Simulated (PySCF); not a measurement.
**A diatomic session: InBi**

An exercise on one series of results from a longer session: the logs are not shown, and one member is left open.

Program: PySCF 2.14.0. Level of theory: In cc-pVDZ-PP with ECP28, Bi cc-pVDZ-PP with ECP60, scalar-relativistic core potentials. These are calculated values, not measurements.

Set-up of the first run:

A driver script around PySCF takes these settings:

```json
{"atoms": "In, Bi", "charge": "0", "basis": "In cc-pVDZ-PP with ECP28, Bi cc-pVDZ-PP with ECP60", "Hamiltonian": "scalar-relativistic core potentials", "basis functions": "46", "electrons treated": "44", "masses in u": "114.9039, 208.9804", "levels": "PBE0, PBE, r²SCAN, TPSS, r²SCAN0, M06, HF, MP2, SCS-MP2, CCSD, CCSD(T)", "grid": "80 radial by 434 angular points", "occupations": "held fixed by the projection of orbital angular momentum", "dissociation limit": "In + Bi, each in its ground configuration", "starting distance in angstrom": "2.850", "values of 2S to try": "0, 2, 4"}
```

Command:

```
$ OMP_NUM_THREADS=1 python dia.py task.json out
```

Steps of the session up to this table: Input; The PBE0 curve of the state that the search chose; Other states along the same grid; PBE (GGA); r²SCAN; TPSS (meta-GGA); r²SCAN0; M06 (hybrid meta-GGA); UHF; MP2 and coupled cluster.

One table of the session follows, with a row left open; its other results are not shown here.

Energy (eV) from each level's lowest point:

```
R (Å)    UHF  UHF-MP2  UHF-SCS-MP2  UHF-CCSD  UHF-CCSD(T)
2.611  0.711    0.644        0.682       n/a          n/a
2.732  0.335    0.284        0.311     0.318        0.320
2.854  0.122    0.088        0.104     0.110        0.111
2.945  0.038    0.019        0.027     0.031        0.032
3.036      ?        ?            ?         ?            ?
3.127  0.000    0.020        0.012     0.005        0.005
3.248  0.033    0.095        0.079     0.053        0.052
3.400  0.099    0.246        0.222     0.155        0.154
3.583  0.178    0.447        0.418     0.309        0.310
3.825  0.259    0.661        0.626       n/a          n/a
```

Estimate the missing values for R (Å) = 3.036.

Worked estimate for «UHF». A straight line through the neighbours (2.945, 0.038) and (3.127, 0.000) gives 0.038 + (0.000 − 0.038) × (3.036 − 2.945) / (3.127 − 2.945) = 0.019; a parabola fitted to 4 rows on both sides gives 0.003.

As computed: UHF: 0.002; UHF-MP2: 0.000; UHF-SCS-MP2: 0.000; UHF-CCSD: 0.000; UHF-CCSD(T): 0.000. In «UHF» the line misses by +0.017 and the parabola by +0.001.

State 3 has its PBE0 minimum 0.31 eV higher. The other levels ran on the lowest alone.
